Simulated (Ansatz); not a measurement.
# SiC6: the cost of one run

Method: DFT PBE, scalar-relativistic, plane waves, PAW, in Ansatz 0.2.0.

## (1) The system as given

The cell holds 14 atoms (C12Si2): a = 5.263 Å, b = 5.133 Å, c = 5.339 Å, α = 87.44°, β = 86.81°, γ = 90.85°.

It is the last frame of an earlier stage of the same melt, run at 1600 K.

As a file:

```
Si C
1.0
     5.26073   -0.04013    0.14815
    -0.04013    5.13180    0.11761
     0.14815    0.11761    5.33576
Si C
2 12
Direct
  0.52159 0.06206 0.74899
  0.11828 0.71257 0.08488
  0.78363 0.97050 0.48244
  0.62748 0.82278 0.08631
  0.33736 0.19085 0.17635
  0.37236 0.93308 0.16908
  0.61409 0.59057 0.96521
  0.03098 0.96590 0.62911
  0.16880 0.70839 0.69664
  0.80619 0.86446 0.26515
  0.16750 0.19055 0.67452
  0.18820 0.46996 0.55774
  0.19148 0.40615 0.28789
  0.50005 0.37244 0.94780
```

## (2) Dynamics at 300 K

One k point, a Fermi-Dirac width of 0.050 eV and a fixed cell.

File input.yaml:

```yaml
crystal:
  lattice:
    - [5.260733, -0.040134, 0.148153]
    - [-0.040134, 5.131796, 0.11761]
    - [0.148153, 0.11761, 5.335762]
  atoms:
    - { symbol: Si, position: [0.5215913814, 0.0620587798, 0.7489942259] }
    - { symbol: Si, position: [0.1182788333, 0.7125749736, 0.0848792953] }
    - { symbol: C, position: [0.7836275462, 0.9705040602, 0.4824400722] }
    - { symbol: C, position: [0.6274775401, 0.8227787496, 0.0863086554] }
    - { symbol: C, position: [0.3373560564, 0.1908466605, 0.1763503461] }
    - { symbol: C, position: [0.3723590757, 0.9330825248, 0.169075085] }
    - { symbol: C, position: [0.6140917244, 0.590574832, 0.9652081558] }
    - { symbol: C, position: [0.0309838621, 0.9658950108, 0.6291121599] }
    - { symbol: C, position: [0.1688037766, 0.7083852332, 0.6966417984] }
    - { symbol: C, position: [0.8061852796, 0.8644591969, 0.2651532] }
    - { symbol: C, position: [0.1675032508, 0.1905450184, 0.6745243791] }
    - { symbol: C, position: [0.1881959785, 0.4699568421, 0.5577372576] }
    - { symbol: C, position: [0.1914786351, 0.4061544556, 0.2878920755] }
    - { symbol: C, position: [0.5000483762, 0.3724423252, 0.9478024186] }
  symmetry: { detect: false }
basis:
  ecutwfc: 420
  xc_grid: 1
kpoints:
  mp_grid: { grid: [1, 1, 1], shift: [0.25, 0.25, 0.25] }
hamiltonian:
  xc: pbe
scf:
  occupations: { method: fermi_dirac, width: 0.05 }
  lower_state_search: "off"
  convergence: { dr2_threshold: 1.0e-05 }
output:
  forces: true
  stress: true
md:
  timestep: 2.0
  n_steps: 250
  ensemble: nvt_langevin
  friction: 0.03
  temperature: 300.0
  initial_velocities: maxwell_boltzmann
  seed: 21006
```

Started as:

```
$ ansatz run input.yaml --threads 2 --pin off --max-ram 5120MiB --backend cpu --events-out ev --progress --plain --runs-dir out
```

What time and memory should one allow on 2 threads of Arm Neoverse V2, shared host?

About 69 s, with a peak of 0.29 GiB.
